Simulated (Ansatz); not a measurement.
# ClGaHO radical: up Jacob's ladder to CCSD(T)

An exercise on one series of results from a longer session: the logs are not shown, and one member is left open.

Computed with Ansatz 0.2.0, Gaussian basis. Level: functionals in def2-TZVPP, the program's frozen cores in correlated methods.

The runs, in order: LDA (SPW92), PBE-D4, revPBE-D4, BLYP-D4, r2SCAN-D4, B97M-V, PBE0-D4, B3LYP-D4, r2SCANh-D4, r2SCAN0-D4, HSE06-D4, BHLYP-D4, CAM-B3LYP-D4, LC-ωPBE, ωB97X-V, ωB97M-V, B2PLYP, PBE-QIDH; CCSD(T)/def2-SVP; CCSD(T)/def2-TZVPP; MP2/def2-QZVPP; extrapolation to the limit; RPA on PBE.

## The relaxed structure

The geometry comes from an earlier relaxation with PBE0-D4 in a triple-zeta def2 set; it is a stationary point.

SMILES `[O][GaH][Cl]`, 4 atoms, charge 0, spin multiplicity 2.

Atoms are counted from 1 here; the program's logs count them from 0.

Bond lengths: O1–Ga2 1.796 Å, Ga2–Cl3 2.128 Å, Ga2–H4 1.543 Å. Angles: O1–Ga2–Cl3 112.7°, O1–Ga2–H4 122.7°, Cl3–Ga2–H4 124.6°.

The first run:

in.yaml

```yaml
crystal:
  periodic: [false, false, false]
  atoms:
    - {symbol: O, position_ang: [-1.739834, -0.117749, -0.212241]}
    - {symbol: Ga, position_ang: [0.030907, 0.144264, -0.061166]}
    - {symbol: Cl, position_ang: [1.050733, -1.557300, 0.708767]}
    - {symbol: H, position_ang: [0.713694, 1.470485, -0.455661]}
basis:
  gaussian: {orbitals: def2-TZVPP}
magnetization: {spin_polarized: true, initial_magnetization: 1}
hamiltonian: {xc: lda}
output: {orbitals: {seedname: orbitals}}
```

Among the steps run: LDA; PBE-D4 (GGA); revPBE-D4 (GGA); BLYP-D4 (GGA); r2SCAN-D4 (meta-GGA); B97M-V (meta-GGA); PBE0-D4 (hybrid); B3LYP-D4 (hybrid); r2SCANh-D4 (hybrid); r2SCAN0-D4 (hybrid); HSE06-D4 (hybrid); BHLYP-D4 (hybrid); CAM-B3LYP-D4 (range-separated); LC-ωPBE-D4 (range-separated; the results give it without D4); ωB97X-V (range-separated); ωB97M-V (range-separated); B2PLYP (double hybrid); PBE-QIDH (double hybrid).

One of the session's tables, all rows but one given; the rest of the session is left out.

It belongs to the step «Frontier levels by functional». 

| functional | HOMO (eV) | LUMO (eV) | gap (eV) |
| --- | --- | --- | --- |
| LDA (SPW92) | -7.46 | -6.94 | 0.52 |
| PBE-D4 | -7.40 | -6.27 | 1.13 |
| revPBE-D4 | -7.33 | -6.09 | 1.24 |
| BLYP-D4 | -7.30 | -6.24 | 1.05 |
| r2SCAN-D4 | -7.80 | -5.45 | 2.35 |
| B97M-V | -7.88 | -5.38 | 2.50 |
| PBE0-D4 | -9.06 | -4.31 | 4.75 |
| B3LYP-D4 | -8.79 | -4.92 | 3.87 |
| r2SCANh-D4 | -8.41 | -4.76 | 3.65 |
| r2SCAN0-D4 | -9.32 | -3.74 | 5.58 |
| HSE06-D4 | ? | ? | ? |
| BHLYP-D4 | -10.41 | -2.49 | 7.91 |
| CAM-B3LYP-D4 | -10.50 | -3.21 | 7.29 |
| LC-ωPBE | -11.91 | -1.68 | 10.23 |
| ωB97X-V | -11.53 | -2.05 | 9.48 |
| ωB97M-V | -11.37 | -2.08 | 9.29 |

Estimate the missing values for HSE06-D4.

The run gave: HOMO (eV): -8.64; LUMO (eV): -4.71; gap (eV): 3.93. In the column «HOMO (eV)» it lies between B3LYP-D4 (-8.79) and r2SCANh-D4 (-8.41).
